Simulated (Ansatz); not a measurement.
Working through an equation of state with a fit of Pt, space group Im-3m

Program: Ansatz 0.2.0 through its Python package.

Interactive session:
```pycon
>>> import ansatz as az
>>> import numpy as np
>>> params = {
...     "smearing": "fermi_dirac",
...     "sigma": 0.05,
...     "extra_bands": 6,
...     "kgrid": (10, 10, 10),
... }
>>> vectors0 = np.array([
...     [-1.58422, 1.58422, 1.58422],
...     [1.58422, -1.58422, 1.58422],
...     [1.58422, 1.58422, -1.58422],
... ])
>>> sites = [
...     ("Pt", (0.0, 0.0, 0.0)),
... ]
>>> def on_lattice(cell):
...     crystal = az.Crystal(lattice=az.Lattice.of(cell))
...     for symbol, position in sites:
...         crystal = crystal.atom(symbol, position)
...     return crystal
...
>>> # scale the volume, keep shape and fractions
>>> volumes, energies, pressures = [], [], []
>>> for scale in np.linspace(0.92, 1.08, 7):
...     cell = vectors0 * scale ** (1 / 3)
...     model = (
...         on_lattice(cell).calculation()
...         .functional(az.Functional.PBESOL)
...         .pseudopotentials("nc")
...         .occupations(params["smearing"], width=params["sigma"])
...         .mixing("broyden")
...         .scf(extra_bands=params["extra_bands"])
...         .kpoints(*params["kgrid"])
...         .stress()
...     )
...     report = model.run().report
...     volumes.append(abs(np.linalg.det(cell)) / len(sites))
...     energies.append(report["free_energy_ev"] / len(sites))
...     pressures.append(np.trace(report["stress_gpa"]) / 3)
...     print(f"V = {volumes[-1]:8.4f} A^3/atom  F = {energies[-1]:.5f} eV/atom  P = {pressures[-1]:8.3f} GPa")
...
DeckWarning: basis.ecutwfc = 1142.878222 eV, auto-derived from the records' recommended cutoffs: set by Pt (normal level)
V =  14.6317 A^3/atom  F = -3552.50346 eV/atom  P =   11.036 GPa
V =  15.0558 A^3/atom  F = -3552.52052 eV/atom  P =    2.125 GPa
V =  15.4799 A^3/atom  F = -3552.51608 eV/atom  P =   -5.248 GPa
V =  15.9040 A^3/atom  F = -3552.49384 eV/atom  P =  -11.379 GPa
V =  16.3281 A^3/atom  F = -3552.45666 eV/atom  P =  -16.568 GPa
V =  16.7522 A^3/atom  F = -3552.40687 eV/atom  P =  -20.924 GPa
V =  17.1763 A^3/atom  F = -3552.34655 eV/atom  P =  -24.539 GPa
>>> # third-order Birch-Murnaghan: a cubic in V^(-2/3)
>>> x = np.array(volumes) ** (-2 / 3)
>>> poly = np.polynomial.Polynomial.fit(x, energies, 3).convert()
>>> roots = poly.deriv().roots()
>>> x0 = min((r.real for r in roots if abs(r.imag) < 1e-9 and poly.deriv(2)(r.real) > 0), key=lambda r: abs(r - x.mean()))
>>> v0 = x0 ** -1.5
>>> b0 = 4 / 9 * poly.deriv(2)(x0) * v0 ** (-7 / 3) * 160.21766
>>> b1 = 4 + 2 / 3 * x0 * poly.deriv(3)(x0) / poly.deriv(2)(x0)
>>> print(f"V0 = {v0:.4f} A^3/atom, B0 = {b0:.1f} GPa, dB/dP = {b1:.2f}")
V0 = 15.1721 A^3/atom, B0 = 274.0 GPa, dB/dP = 5.27
```

A third-order Birch-Murnaghan fit through the 7 points has its minimum at 15.17 Å³ an atom, 4.6 % below the typed cell, with a bulk modulus of 274 GPa. From that minimum the energy rises by 17.8 meV an atom on the compressed side and 174.7 meV on the expanded side. The window is off centre, so dB/dP is rough.

Caveats:
- The settings weren't tested for convergence.
- No spin polarisation was allowed.
- The mesh is modest for a metal, so energies can be off by several to tens of meV an atom and pressures by half a GPa or more; differences at equal mesh fare better.
- Pressure is positive in compression.
- Spin-orbit coupling, which matters for elements this heavy, is left out.
- At these settings the cell as given stands under about -11 GPa, so it isn't at this functional's equilibrium volume.
- This isn't the structure that Pt takes at ambient conditions.
- Warnings are shown shortened and without file and line.
- Hardware and time: 13 s on 1 thread of Arm Neoverse V2, with other jobs on the host, peak memory 0.36 GiB.

(Lines on the test bed's own set-up are left out of the output.)
